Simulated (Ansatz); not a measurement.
# Si2H4F2 (SMILES F[SiH2][SiH2]F): CAM-B3LYP/6-31G(d) (spherical functions)

Aim: the electronic atomisation energy of Si2H4F2 at CAM-B3LYP/6-31G* (spherical functions), from 4 runs. 

The calculation is run with Ansatz 0.2.0.

56 further runs of the same task are left out: 56 set aside as unsound or not needed.

### 1 Starting point

Si2H4F2: 8 atoms, total charge 0, spin state singlet. As SMILES, `F[SiH2][SiH2]F`. The shape is that of a PBE0-D4/def2-TZVP optimisation. This is one conformer, not always the lowest.

Bond lengths: F1–Si2 1.605 Å, Si2–Si3 2.350 Å, Si3–F4 1.605 Å, Si2–H5 1.485 Å, Si2–H6 1.487 Å, Si3–H7 1.487 Å, Si3–H8 1.485 Å. Some angles: F1–Si2–Si3 110.4°, Si2–Si3–F4 110.4°, F1–Si2–H5 108.0°, F1–Si2–H6 108.1°, Si3–Si2–H5 111.7°, Si3–Si2–H6 109.2°, Si2–Si3–H7 109.2°, Si2–Si3–H8 111.7°, F4–Si3–H7 108.1°, F4–Si3–H8 108.0°.

### 2 The energy at CAM-B3LYP/6-31G(d) (spherical functions)

run.yaml

```yaml
crystal:
  periodic: [false, false, false]
  atoms:
    - {symbol: F, position_ang: [-1.934800, 1.205800, -0.274500]}
    - {symbol: Si, position_ang: [-0.357800, 1.128100, 0.012400]}
    - {symbol: Si, position_ang: [0.358600, -1.109600, 0.044100]}
    - {symbol: F, position_ang: [0.281000, -1.742000, -1.428800]}
    - {symbol: H, position_ang: [0.340100, 1.914200, -1.037000]}
    - {symbol: H, position_ang: [-0.099800, 1.743700, 1.341600]}
    - {symbol: H, position_ang: [1.774800, -1.164000, 0.495400]}
    - {symbol: H, position_ang: [-0.477100, -1.941900, 0.946800]}
basis:
  gaussian: {orbitals: 6-31G_st_-spherical.json}
hamiltonian: {xc: {name: CAM-B3LYP}}
accuracy: high
output: {orbitals: {seedname: orbitals}}
```

The basis set 6-31G* is read from a file made from the Basis Set Exchange's data (not shown).

The run is started by

```sh
$ ansatz run run.yaml --threads 1 --pin off --max-ram 3480MiB --events-out events.jsonl --progress --plain --runs-dir runs
```

The program printed:

```text
Warning: RAYON_NUM_THREADS=1 ignored (pool sized by the plan → 1); use --threads N
Functional definition: CAM-B3LYP
  name "CAM-B3LYP"
  parameter alpha = 0.19
  parameter beta = 0.46
  parameter omega = 0.33/bohr
  parameter ac = 0.81
  exchange = (1 - alpha - beta)*b88_x + beta*b88_x_sr(omega) + alpha*exact_x + beta*exact_x_lr(omega)
  correlation = (1 - ac)*vwn5_c + ac*lyp_c
1574 factors; integrals over basis functions are off by at most 4.2e-9 eV
422 factors; integrals over basis functions are off by at most 2.3e-9 eV
mean field evaluation 1: about -21251.8964 eV, gradient 4.0e1 eV
mean field evaluation 2: about -21250.2904 eV, gradient 5.4e1 eV
mean field evaluation 4: about -21254.3382 eV, gradient 8.0e-1 eV
mean field evaluation 8: about -21254.4995 eV, gradient 9.1e-3 eV
mean field evaluation 16: about -21254.4995 eV, gradient 5.8e-6 eV
mean field -21254.49950521 eV, -781.0884499992 hartree, gradient 3.5e-8 eV, S^2 0.000000; 0 other end points of the search recorded, 0 dependent functions left out
reference -21254.49952591 eV, -781.0884507601 hartree; 25, 25 occupied and 47, 47 virtual orbitals, 1574 factors
Total energy: -21254.49952591 eV, -781.0884507601 hartree
```

Run time: 7.8 s. Hardware: 1 thread of Arm Neoverse V2, shared host; peak memory 0.26 GiB.

### 3 The F atom

input.yaml

```yaml
basis:
  gaussian:
    orbitals: 6-31G_st_-spherical.json
crystal:
  periodic: [false, false, false]
  atoms:
    - {symbol: F, position_ang: [0.000000, 0.000000, 0.000000]}
accuracy: high
magnetization:
  spin_polarized: true
  initial_magnetization: 1
hamiltonian:
  xc: {name: CAM-B3LYP}
```

The basis set 6-31G* is read from a file made from the Basis Set Exchange's data (not shown).

The run is started by

```sh
$ ansatz run input.yaml --threads 1 --pin off --max-ram 3480MiB --events-out events.jsonl --progress --plain --runs-dir runs
```

The program printed, shortened:

```text
Warning: RAYON_NUM_THREADS=1 ignored (pool sized by the plan → 1); use --threads N
[... 8 set-up lines as earlier in the session ...]
93 factors; integrals over basis functions are off by at most 1.9e-9 eV
54 factors; integrals over basis functions are off by at most 4.5e-10 eV
mean field evaluation 1: about -2712.6717 eV, gradient 3.8e0 eV
mean field evaluation 2: about -2712.7134 eV, gradient 1.4e0 eV
mean field evaluation 4: about -2712.7196 eV, gradient 1.7e-2 eV
mean field evaluation 8: about -2712.7197 eV, gradient 2.3e-4 eV
mean field -2712.71965270 eV, -99.6906084893 hartree, gradient 3.0e-8 eV, S^2 0.750938; 0 other end points of the search recorded, 0 dependent functions left out
reference -2712.71965665 eV, -99.6906086345 hartree; 5, 4 occupied and 9, 10 virtual orbitals, 93 factors
Total energy: -2712.71965665 eV, -99.6906086345 hartree
```

Run time: 0.4 s. Hardware: 1 thread of Arm Neoverse V2, shared host.

### 4 The H atom at the same level

in.yaml

```yaml
crystal:
  periodic: [false, false, false]
  atoms:
    - {symbol: H, position_ang: [0.000000, 0.000000, 0.000000]}
basis:
  gaussian:
    orbitals: "6-31G*"
magnetization:
  spin_polarized: true
  initial_magnetization: 1
hamiltonian:
  xc: {name: CAM-B3LYP}
accuracy: high
```

The run is started by

```sh
$ ansatz run in.yaml --threads 1 --pin off --max-ram 3480MiB --events-out events.jsonl --progress --plain --runs-dir runs
```

The program printed, shortened:

```text
Warning: RAYON_NUM_THREADS=1 ignored (pool sized by the plan → 1); use --threads N
[... 8 set-up lines as earlier in the session ...]
3 factors; integrals over basis functions are off by at most 5.4e-10 eV
3 factors; integrals over basis functions are off by at most 7.4e-10 eV
mean field evaluation 1: about -13.5153 eV, gradient 6.7e-1 eV
mean field evaluation 2: about -13.5194 eV, gradient 9.5e-2 eV
mean field evaluation 4: about -13.5193 eV, gradient 1.1e-4 eV
mean field evaluation 8: about -13.5193 eV, gradient 2.3e-10 eV
mean field -13.51934691 eV, -0.4968268353 hartree, gradient 1.6e-9 eV, S^2 0.750000; 0 other end points of the search recorded, 0 dependent functions left out
reference -13.51935546 eV, -0.4968271494 hartree; 1, 0 occupied and 1, 2 virtual orbitals, 3 factors
Total energy: -13.51935546 eV, -0.4968271494 hartree
```

Wall time 0.16 s (1 thread of Arm Neoverse V2, shared host).

### 5 The Si atom, same level

job.yaml

```yaml
basis:
  gaussian: {orbitals: 6-31G_st_-spherical.json}
crystal:
  periodic: [false, false, false]
  atoms:
    - symbol: Si
      position_ang: [0.000000, 0.000000, 0.000000]
magnetization: {spin_polarized: true, initial_magnetization: 2}
hamiltonian: {xc: {name: CAM-B3LYP}}
accuracy: high
```

The basis set 6-31G* is read from a file made from the Basis Set Exchange's data (not shown).

Run the same way, it converges to -289.35440 Eh (log not shown).

### 6 Summary of results

Level: CAM-B3LYP/6-31G* (spherical functions).

| quantity | value |
| --- | --- |
| molecule: total energy | -781.08845 Eh |
| molecule: HOMO energy | -9.55 eV |
| molecule: LUMO energy | 0.52 eV |
| molecule: HOMO–LUMO gap | 10.07 eV |
| F atom: total energy | -99.69061 Eh |
| F atom: ⟨S²⟩ | 0.751 |
| H atom: total energy | -0.49683 Eh |
| H atom: ⟨S²⟩ | 0.750 |
| Si atom: total energy | -289.35440 Eh |
| Si atom: ⟨S²⟩ | 2.002 |
| electronic atomisation energy | 27.514 eV |

What this shows: Taking the molecule apart into free atoms costs 27.51 eV (634 kcal/mol), before zero-point energy and without spin-orbit coupling.
